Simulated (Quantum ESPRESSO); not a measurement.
# Cs2CdCl3 (P6/mmm) in Quantum ESPRESSO: reference runs

Reference runs on Cs2CdCl3: the cell as given.

Program: Quantum ESPRESSO 7.5. These are calculated values, not measurements. Logs are shortened: lines on timing, memory, paths and dates and some standing lists are left out, and cuts for length are marked.

### Step 1. Starting point

It takes space group P6/mmm (No. 191, hexagonal). The conventional cell has a = 7.146 Å, b = 7.146 Å, c = 4.730 Å, α = 90.00°, β = 90.00°, γ = 120.00°. Around Cs (site symmetry -6m2) lie 6 Cl at 3.14 Å. Cd (site symmetry 6/mmm) has 6 Cs at 4.13 Å and 12 Cl at 4.28 Å as nearest neighbours. Cl (site symmetry mmm) has 4 Cs at 3.14 Å and 4 Cl at 3.57 Å as nearest neighbours.

The cell was built by a generator and needn't be a form met in nature.

### Step 2. Single point, PBE

Contents of pw.in:

```
&CONTROL
  calculation = 'scf'
  prefix = 'pwscf'
  outdir = './tmp'
  pseudo_dir = './pseudo'
  tprnfor = .true.
  tstress = .true.
  disk_io = 'nowf'
/
&SYSTEM
  ibrav = 0
  nat = 6
  ntyp = 3
  ecutwfc = 60
  ecutrho = 480
  nbnd = 35
  occupations = 'smearing'
  smearing = 'fd'
  degauss = 0.00367493
/
&ELECTRONS
  conv_thr = 1.2d-09
  electron_maxstep = 120
  mixing_beta = 0.5
/
ATOMIC_SPECIES
Cs   132.9055 Cs_pbe_v1.uspp.F.UPF
Cd   112.4140 Cd.pbe-dn-rrkjus_psl.0.3.1.UPF
Cl    35.4500 cl_pbe_v1.4.uspp.F.UPF
CELL_PARAMETERS angstrom
   7.1457259000    0.0000000000    0.0000000000
  -3.5728629500    6.1883801600    0.0000000000
   0.0000000000    0.0000000000    4.7296041700
ATOMIC_POSITIONS crystal
Cs     0.6666666700    0.3333333300    0.0000000000
Cs     0.3333333300    0.6666666700    0.0000000000
Cd     0.0000000000    0.0000000000    0.0000000000
Cl     0.5000000000    0.0000000000    0.5000000000
Cl     0.0000000000    0.5000000000    0.5000000000
Cl     0.5000000000    0.5000000000    0.5000000000
K_POINTS automatic
5 5 6 0 0 0
```

Potentials or basis: SSSP 1.3 efficiency PBE.

Command:

```console
$ OMP_NUM_THREADS=1 pw.x -in pw.in > pw.out
```

pw.out:

```text
This program is part of the open-source Quantum ESPRESSO suite
     for quantum simulation of materials; please cite
         "P. Giannozzi et al., J. Phys.:Condens. Matter 21 395502 (2009);
         "P. Giannozzi et al., J. Phys.:Condens. Matter 29 465901 (2017);
         "P. Giannozzi et al., J. Chem. Phys. 152 154105 (2020);
     in publications or presentations arising from this work. More details at

     file Cd.pbe-dn-rrkjus_psl.0.3.1.UPF: wavefunction(s)  4D renormalized
     Message from routine setup:
     using ibrav=0 with symmetry is DISCOURAGED, use correct ibrav instead

     G-vector sticks info
     --------------------
     sticks:   dense  smooth     PW     G-vecs:    dense   smooth      PW
     Sum        6031    3025    847               250677    88473   13181

     Using Slab Decomposition

     bravais-lattice index     =            0
     lattice parameter (alat)  =      13.5035  a.u.
     unit-cell volume          =    1411.3825 (a.u.)^3
     number of atoms/cell      =            6
     number of atomic types    =            3
     number of electrons       =        51.00
     number of Kohn-Sham states=           35
     kinetic-energy cutoff     =      60.0000  Ry
     charge density cutoff     =     480.0000  Ry
     scf convergence threshold =      1.2E-09
     mixing beta               =       0.5000
     number of iterations used =            8  plain     mixing
     Exchange-correlation=  SLA  PW   PBX  PBC
                           (   1   4   3   4   0   0   0)

     celldm(1)=  13.503465  celldm(2)=   0.000000  celldm(3)=   0.000000
     celldm(4)=   0.000000  celldm(5)=   0.000000  celldm(6)=   0.000000

     crystal axes: (cart. coord. in units of alat)
               a(1) = (   1.000000   0.000000   0.000000 )
               a(2) = (  -0.500000   0.866025   0.000000 )
               a(3) = (   0.000000   0.000000   0.661879 )

     reciprocal axes: (cart. coord. in units 2 pi/alat)
               b(1) = (  1.000000  0.577350 -0.000000 )
               b(2) = (  0.000000  1.154701  0.000000 )
               b(3) = (  0.000000 -0.000000  1.510851 )

     PseudoPot. # 1 for Cs read from file:
     Cs_pbe_v1.uspp.F.UPF
     Pseudo is Ultrasoft + core correction, Zval =  9.0
     Generated by new atomic code, or converted to UPF format
     Using radial grid of  905 points,  6 beta functions with:
                l(1) =   0
                l(2) =   0
                l(3) =   1
                l(4) =   1
                l(5) =   2
                l(6) =   2
     Q(r) pseudized with  6 coefficients,  rinner =    1.500   1.500   1.500
                                                       1.500   1.500

     PseudoPot. # 2 for Cd read from file:
     Cd.pbe-dn-rrkjus_psl.0.3.1.UPF
     Pseudo is Ultrasoft + core correction, Zval = 12.0
     Generated using "atomic" code by A. Dal Corso  v.5.0.99 svn rev. 10869
     Using radial grid of 1239 points,  6 beta functions with:
                l(1) =   0
                l(2) =   0
                l(3) =   1
                l(4) =   1
                l(5) =   2
                l(6) =   2
     Q(r) pseudized with 0 coefficients

     PseudoPot. # 3 for Cl read from file:
     cl_pbe_v1.4.uspp.F.UPF
     Pseudo is Ultrasoft + core correction, Zval =  7.0
     Generated by new atomic code, or converted to UPF format
     Using radial grid of  909 points,  6 beta functions with:
                l(1) =   0
                l(2) =   0
                l(3) =   1
                l(4) =   1
                l(5) =   2
                l(6) =   2
     Q(r) pseudized with  8 coefficients,  rinner =    1.300   1.300   1.300
                                                       1.300   1.300

     atomic species   valence    mass     pseudopotential
     Cs                9.00   132.90550     Cs( 1.00)
     Cd               12.00   112.41400     Cd( 1.00)
     Cl                7.00    35.45000     Cl( 1.00)

     24 Sym. Ops., with inversion, found

   Cartesian axes

     site n.     atom                  positions (alat units)
         1        Cs     tau(   1) = (   0.5000000   0.2886751   0.0000000  )
         2        Cs     tau(   2) = (  -0.0000000   0.5773503   0.0000000  )
         3        Cd     tau(   3) = (   0.0000000   0.0000000   0.0000000  )
         4        Cl     tau(   4) = (   0.5000000   0.0000000   0.3309394  )
         5        Cl     tau(   5) = (  -0.2500000   0.4330127   0.3309394  )
         6        Cl     tau(   6) = (   0.2500000   0.4330127   0.3309394  )

     number of k points=    20  Fermi-Dirac smearing, width (Ry)=  0.0037
                       cart. coord. in units 2pi/alat
        k(    1) = (   0.0000000   0.0000000   0.0000000), wk =   0.0133333
        k(    2) = (   0.0000000   0.0000000   0.2518085), wk =   0.0266667
        k(    3) = (   0.0000000   0.0000000   0.5036169), wk =   0.0266667
        k(    4) = (   0.0000000   0.0000000  -0.7554254), wk =   0.0133333
        k(    5) = (   0.0000000   0.2309401   0.0000000), wk =   0.0800000
        k(    6) = (   0.0000000   0.2309401   0.2518085), wk =   0.1600000
[... 12 lines left out ...]
        k(   19) = (   0.2000000   0.5773503   0.5036169), wk =   0.1600000
        k(   20) = (   0.2000000   0.5773503  -0.7554254), wk =   0.0800000

     Dense  grid:   250677 G-vectors     FFT dimensions: (  96,  96,  64)

     Smooth grid:    88473 G-vectors     FFT dimensions: (  72,  72,  45)

     Initial potential from superposition of free atoms

     starting charge      50.9163, renormalised to      51.0000

     negative rho (up, down):  4.459E-02 0.000E+00
     Starting wfcs are   47 randomized atomic wfcs

     Self-consistent Calculation

     iteration #  1     ecut=    60.00 Ry     beta= 0.50
     Davidson diagonalization with overlap
     ethr =  1.00E-02,  avg # of iterations =  4.7

     negative rho (up, down):  4.598E-02 0.000E+00
[... 19 lines left out ...]
     total energy              =    -348.63469115 Ry
     estimated scf accuracy    <       0.01312197 Ry

     iteration #  4     ecut=    60.00 Ry     beta= 0.50
     Davidson diagonalization with overlap
     c_bands:  1 eigenvalues not converged
     ethr =  2.57E-05,  avg # of iterations = 10.6

     negative rho (up, down):  4.372E-02 0.000E+00

     total energy              =    -348.63339294 Ry
     estimated scf accuracy    <       0.02525588 Ry
[... 82 lines left out ...]
     iteration # 14     ecut=    60.00 Ry     beta= 0.50
     Davidson diagonalization with overlap
     ethr =  2.37E-12,  avg # of iterations = 10.2

     negative rho (up, down):  4.366E-02 0.000E+00

     End of self-consistent calculation

          k = 0.0000 0.0000 0.0000 ( 10967 PWs)   bands (ev):

   -16.3113 -16.1461 -10.1380 -10.0520 -10.0520  -4.1988  -4.1988  -4.1496
    -4.1270  -4.1270  -3.4942  -3.2104  -3.2104  -3.1502  -3.1502  -2.8929
     0.4741   1.3461   1.3461   1.4046   1.4046   1.7876   2.4618   2.6341
     2.6467   2.6467   7.2689   7.2689   8.5247   9.2011  10.0820  10.0820
    10.3588  10.3588  10.6108
[... 11 lines left out ...]
   -16.2632 -16.1277 -10.3841  -9.9891  -9.9891  -4.2227  -4.2227  -4.1359
    -4.1359  -4.1281  -3.6311  -3.6311  -3.5923  -3.0226  -3.0226  -2.8362
     1.1997   1.1997   1.3171   1.7932   2.0561   2.0561   2.4932   2.5051
     2.5051   2.5304   6.7788   6.8978   6.8978   9.6106  10.7553  10.7553
    11.0220  11.0220  11.7500

          k = 0.0000 0.0000-0.7554 ( 11170 PWs)   bands (ev):

   -16.2468 -16.1216 -10.4621  -9.9674  -9.9674  -4.2381  -4.2381  -4.1388
    -4.1388  -4.1210  -3.7688  -3.7469  -3.7469  -2.9768  -2.9768  -2.5747
     1.0033   1.1094   1.1094   2.2126   2.2851   2.2851   2.4901   2.4901
     2.5038   2.6793   6.2368   6.7807   6.7807  10.2444  10.4478  10.4478
    11.5726  11.5726  12.3087
[... 19 lines left out ...]
   -16.2521 -16.1394 -10.3535 -10.0253  -9.9896  -4.2124  -4.2046  -4.1355
    -4.1354  -4.1328  -3.6985  -3.6723  -3.4356  -3.1406  -2.9845  -2.8052
     1.1446   1.2966   1.4081   1.6615   2.0383   2.1828   2.3645   2.4272
     2.5053   2.5425   6.6800   6.9695   7.0818  10.0199  10.3977  10.5832
    10.9728  11.0284  11.7058

          k = 0.0000 0.2309-0.7554 ( 11100 PWs)   bands (ev):

   -16.2365 -16.1323 -10.4251 -10.0143  -9.9679  -4.2236  -4.2115  -4.1383
    -4.1377  -4.1260  -3.7895  -3.7292  -3.6674  -3.0440  -2.9425  -2.6746
     1.1527   1.1701   1.2207   2.1912   2.1982   2.2748   2.3376   2.3977
     2.4962   2.5956   6.4105   6.8673   6.8743  10.5294  10.5406  10.5734
    11.1547  11.2124  11.8749
[... 19 lines left out ...]
   -16.2261 -16.1662 -10.2807 -10.1073  -9.9904  -4.1933  -4.1811  -4.1453
    -4.1351  -4.1344  -3.7344  -3.6788  -3.3215  -3.2162  -2.9297  -2.8482
     1.0824   1.4215   1.5558   1.6311   1.9187   2.1411   2.2941   2.3497
     2.5113   2.5351   6.8329   7.0987   7.1844   9.5118  10.3427  10.4659
    10.7251  11.1131  11.6388

          k = 0.0000 0.4619-0.7554 ( 11082 PWs)   bands (ev):

   -16.2124 -16.1570 -10.3360 -10.1190  -9.9686  -4.1947  -4.1813  -4.1400
    -4.1376  -4.1361  -3.8591  -3.6422  -3.4339  -3.1892  -2.9055  -2.8918
     1.2394   1.5091   1.5287   1.9522   1.9956   2.1127   2.2581   2.2807
     2.4590   2.4975   6.7283   7.0478   7.1391   9.7085  10.4709  10.6008
    10.7624  11.2135  11.2759
[... 19 lines left out ...]
   -16.2325 -16.1595 -10.2991 -10.0869  -9.9905  -4.1985  -4.1855  -4.1437
    -4.1351  -4.1346  -3.7242  -3.6820  -3.2893  -3.2628  -2.9343  -2.8354
     1.1255   1.3569   1.4531   1.6638   2.0199   2.2067   2.2864   2.3712
     2.4401   2.5401   6.7510   7.1003   7.2209   9.8655   9.9649  10.2044
    10.9592  11.0558  11.5185

          k = 0.2000 0.3464-0.7554 ( 11060 PWs)   bands (ev):

   -16.2184 -16.1509 -10.3586 -10.0933  -9.9686  -4.2043  -4.1861  -4.1407
    -4.1376  -4.1366  -3.8385  -3.6573  -3.4913  -3.1685  -2.8973  -2.8487
     1.2323   1.4173   1.4258   2.0529   2.0567   2.1415   2.2389   2.3651
     2.4324   2.5094   6.6611   7.0479   7.0485  10.3303  10.3613  10.3780
    10.5919  10.7048  11.8323
[... 19 lines left out ...]
   -16.2102 -16.1823 -10.2354 -10.1549  -9.9911  -4.1872  -4.1803  -4.1549
    -4.1348  -4.1344  -3.7520  -3.6072  -3.4246  -3.1029  -2.9247  -2.9028
     1.1275   1.3568   1.4020   1.8978   1.9326   2.0994   2.2691   2.3483
     2.4442   2.5207   7.0371   7.0954   7.2335   9.4167   9.8410   9.8424
    10.7641  11.0845  11.9351

          k = 0.2000 0.5774-0.7554 ( 11072 PWs)   bands (ev):

   -16.1977 -16.1719 -10.2801 -10.1794  -9.9692  -4.1864  -4.1803  -4.1588
    -4.1370  -4.1360  -3.8643  -3.5395  -3.3077  -3.2926  -3.0463  -2.8706
     1.3047   1.6669   1.7123   1.7399   1.8794   2.0715   2.2060   2.3062
     2.4198   2.4719   6.8342   7.1835   7.2572   9.5870   9.9358  10.1849
    10.5572  10.7914  11.7026

     the Fermi energy is     2.6132 ev

!    total energy              =    -348.63901038 Ry
     estimated scf accuracy    <          1.0E-09 Ry
     smearing contrib. (-TS)   =      -0.00752712 Ry
     internal energy E=F+TS    =    -348.63148326 Ry

     The total energy is F=E-TS. E is the sum of the following terms:
     one-electron contribution =     -80.01311274 Ry
     hartree contribution      =      66.75387510 Ry
     xc contribution           =    -131.91927301 Ry
     ewald contribution        =    -203.45297262 Ry

     convergence has been achieved in  14 iterations

     negative rho (up, down):  4.366E-02 0.000E+00

     Forces acting on atoms (cartesian axes, Ry/au):

     atom    1 type  1   force =     0.00000000    0.00000000    0.00000000
     atom    2 type  1   force =    -0.00000000   -0.00000000    0.00000000
     atom    3 type  2   force =     0.00000000    0.00000000   -0.00000000
     atom    4 type  3   force =     0.00000000    0.00000000    0.00000000
     atom    5 type  3   force =    -0.00000000   -0.00000000    0.00000000
     atom    6 type  3   force =     0.00000000    0.00000000    0.00000000

     Total force =     0.000000     Total SCF correction =     0.000000

     Computing stress (Cartesian axis) and pressure

     negative rho (up, down):  4.366E-02 0.000E+00
          total   stress  (Ry/bohr**3)                   (kbar)     P=       52.25
   0.00031604   0.00000000   0.00000000           46.49        0.00        0.00
   0.00000000   0.00031604   0.00000000            0.00       46.49        0.00
   0.00000000  -0.00000000   0.00043344            0.00       -0.00       63.76

=------------------------------------------------------------------------------=
   JOB DONE.
=------------------------------------------------------------------------------=
```

Wall time 2.5 min (1 thread of AMD EPYC 9R45 (Zen 5), shared host); peak memory 1 GiB.

Results:

| Quantity | Value |
| --- | --- |
| Free energy | -4743.4754 eV |
| Pressure | 5.2 GPa |
| Band gap on the k mesh | none (metal or under the smearing width) |

Caveat: an odd number of electrons without spin polarisation forces a metal; a magnetic or distorted state may lie lower. The run has no spin-orbit coupling, so splittings on Cs are missing.
